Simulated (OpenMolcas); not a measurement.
# ZrO2 (zirconia) at HF/def2-TZVP (core potential)

What is the vertical ionisation energy of ZrO2 (zirconia) at HF/def2-TZVP (core potential)? 

The calculation is run with OpenMolcas 26.06.

**1. The system as given**

The species is ZrO2 (3 atoms), meant as a singlet with charge 0. As SMILES, `[O]=[Zr]=[O]`. The coordinates come from a PBE0-D4/def2-TZVP relaxation.

Bond lengths: O1–Zr2 1.761 Å, Zr2–O3 1.761 Å. Angles: O1–Zr2–O3 107.9°.

**2. Energy and forces at HF/def2-TZVP (core potential)**

File job.inp:

```
&GATEWAY
  BASLIB = $CurrDir
  COORD
  3
  angstrom
  O        0.654500       1.252500       0.388400
  Zr       0.348500      -0.481700       0.351800
  O       -1.003000      -0.770800      -0.740100
  BASIS = def2-TZVP
  GROUP = NoSym

&SEWARD

&SCF
  PRORBITALS = 1 1

&ALASKA
```

The basis set def2-TZVP is read from a file made from the Basis Set Exchange's data (not shown).

Started as:

```console
$ export MOLCAS_MEM=1860
$ pymolcas job.inp > job.log
```

Log:

```text
--- Start Module: gateway ---
[...]
--- Stop Module: gateway /rc=_RC_ALL_IS_WELL_ ---
[...]
      Basis functions          102
[...]
--- Start Module: scf ---
[...]
       Convergence after  14 Iterations
[...]
::    Total SCF energy                               -196.3259690779
[...]
      Total spin, S                                     0.0000000000
[...]
      Total electronic charge=   28.000000
      Total            charge=   -0.000000
[...]
      Dipole Moment (debye):
      Origin of the operator (angstrom)=    0.2113   -0.2921    0.2133
                   X=  4.7783E+00               Y= -6.6048E+00               Z=  4.8231E+00           Total=  9.4720E+00
      Quadrupole Moment (debye*angstrom):
[...]
--- Stop Module: scf /rc=_RC_ALL_IS_WELL_ ---
[...]
--- Start Module: alaska ---
[...]
 *              Molecular gradients               *
 **************************************************
  Irreducible representation: a
 ------------------------------------------------------------------------------------------
                              X                       Y                       Z
 ------------------------------------------------------------------------------------------
  O1               -4.07574391300969E-03    1.49644026831925E-02   -5.29165605209569E-03
  ZR2               1.53140301239505E-02   -2.11784129782648E-02    1.54589918523067E-02
  O3               -1.12382862109186E-02    6.21401029503277E-03   -1.01673358001984E-02
 ------------------------------------------------------------------------------------------
--- Stop Module: alaska /rc=_RC_ALL_IS_WELL_ ---
[...]
```

It took 11 s on 1 thread of Arm Neoverse V2, shared host; peak memory 0.57 GiB.

**3. The doublet cation**

File job.input:

```
>>> EXPORT MOLCAS_PRINT=2

&GATEWAY
 BasLib = $CurrDir
 Coord
 3
 angstrom
 O        0.654500       1.252500       0.388400
 Zr       0.348500      -0.481700       0.351800
 O       -1.003000      -0.770800      -0.740100
 Basis = def2-TZVP
 Group = NoSym

&SEWARD

&SCF
 UHF
 Charge = 1
 Spin = 2
 PrOrbitals = 1 1

&ALASKA
```

The basis set def2-TZVP is read from a file made from the Basis Set Exchange's data (not shown).

Started as:

```console
$ export MOLCAS_MEM=1860
$ pymolcas job.input > job.log
```

Log:

```text
--- Start Module: gateway ---
[...]
--- Stop Module: gateway /rc=_RC_ALL_IS_WELL_ ---
[...]
      Basis functions          102
[...]
--- Start Module: scf ---
[...]
       Convergence after  24 Iterations
[...]
::    Total SCF energy                               -196.0528415222
[...]
      Total spin, S                                     0.6560880001
[...]
      Total electronic charge=   27.000000
      Total            charge=    1.000000
[...]
      Dipole Moment (debye):
      Origin of the operator (angstrom)=    0.2113   -0.2921    0.2133
                   X=  3.4001E+00               Y= -4.6994E+00               Z=  3.4319E+00           Total=  6.7397E+00
      Center of Charge (angstrom)
[...]
--- Stop Module: scf /rc=_RC_ALL_IS_WELL_ ---
[...]
--- Start Module: alaska ---
[...]
 *              Molecular gradients               *
 **************************************************
  Irreducible representation: a
 ------------------------------------------------------------------------------------------
                              X                       Y                       Z
 ------------------------------------------------------------------------------------------
  O1               -2.04209768129049E-03   -3.44388339121586E-02    2.64176242254965E-03
  ZR2              -2.45386727375427E-02    3.39300942980172E-02   -2.47702648954879E-02
  O3                2.65807704188115E-02    5.08739614168530E-04    2.21285024729543E-02
 ------------------------------------------------------------------------------------------
--- Stop Module: alaska /rc=_RC_ALL_IS_WELL_ ---
[...]
```

Run time: 16 s. Hardware: 1 thread of Arm Neoverse V2, shared host; peak memory 0.57 GiB.

**4. Results**

At HF/def2-TZVP (core potential):

| quantity | value |
| --- | --- |
| singlet ZrO2: total energy | -196.32597 Eh |
| singlet ZrO2: dipole moment | 9.47 D |
| singlet ZrO2: HOMO energy | -10.44 eV |
| singlet ZrO2: LUMO energy | -1.18 eV |
| singlet ZrO2: HOMO–LUMO gap | 9.26 eV |
| singlet ZrO2: largest force on an atom | 1.561 eV/Å |
| doublet cation: total energy | -196.05284 Eh |
| doublet cation: HOMO energy (highest over α and β) | -16.24 eV |
| doublet cation: LUMO energy (lowest over α and β) | -6.10 eV |
| doublet cation: ⟨S²⟩ | 1.087 |
| doublet cation: largest force on an atom | 2.502 eV/Å |
| vertical ionisation energy (to the doublet cation) | 7.432 eV |

In words: Removing an electron at fixed nuclei costs 7.43 eV (171 kcal/mol). The largest force (singlet ZrO2) is 1.56 eV/Å: the shape isn't a stationary point for this species at this level. −ε(HOMO) before ionisation, 10.44 eV, is 3.01 eV above this ionisation energy. Mulliken charges (singlet ZrO2) run from -0.80 on O1 to +1.61 on Zr2. ⟨S²⟩ (doublet cation) is 1.09 where a pure doublet has 0.75: the reference is spin-contaminated. Mulliken charges (doublet cation) run from -0.42 on O1 to +1.84 on Zr2.
